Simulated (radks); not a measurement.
**Excited configurations of Fe²⁺**

The task here is to estimate one member of a computed series from the others.

Program: radks (a radial shooting solver on a logarithmic mesh, Libxc functionals) version 1. Level of theory: non-relativistic Kohn-Sham, r2SCAN, spin-polarised, spherical densities, point nucleus; open shells are filled with parallel spins first. These are calculated values, not measurements, unless marked.

## The system

| Property | Result |
| --- | --- |
| element | iron (Z = 26) |
| charge | +2 |
| electrons | 24 |
| configuration | [Ar] 3d6 |

Outer shells as boxes (Hund's rule):

Fe²⁺
```
[Ar] core
3d [↑↓][↑ ][↑ ][↑ ][↑ ]
```

Set-up of the first run:

Input:

```text
Z 26
configuration [Ar] 3d6
relativity non-relativistic
functional r2scan,r2scan
spin polarised
nucleus point
```

Steps of the session up to this table: Ground configuration: [Ar] 3d6.

One table of the session follows, with a row left open; its other results are not shown here.

It belongs to the step «Ground configuration: [Ar] 3d6». Radial moments (bohr):

| level | <r> | outermost maximum (interpolated) | 90 % within | nodes |
| --- | --- | --- | --- | --- |
| 2p up | 0.2369 | 0.181 | 0.387 | 0 |
| 2p down | ? | ? | ? | ? |
| 3s up | 0.8186 | 0.708 | 1.23 | 2 |
| 3s down | 0.8229 | 0.709 | 1.23 | 2 |
| 3p up | 0.8596 | 0.717 | 1.32 | 1 |
| 3p down | 0.8668 | 0.719 | 1.34 | 1 |
| 3d up | 1.049 | 0.710 | 1.79 | 0 |
| 3d down | 1.115 | 0.722 | 1.94 | 0 |

Q: Estimate the row for 2p down from the others.

As computed: <r>: 0.2363; outermost maximum (interpolated): 0.181; 90 % within: 0.386; nodes: 0. In the column «<r>» it is the lowest.

To keep in mind: Open shells are spherical and high-spin; term and fine-structure splittings are not resolved.
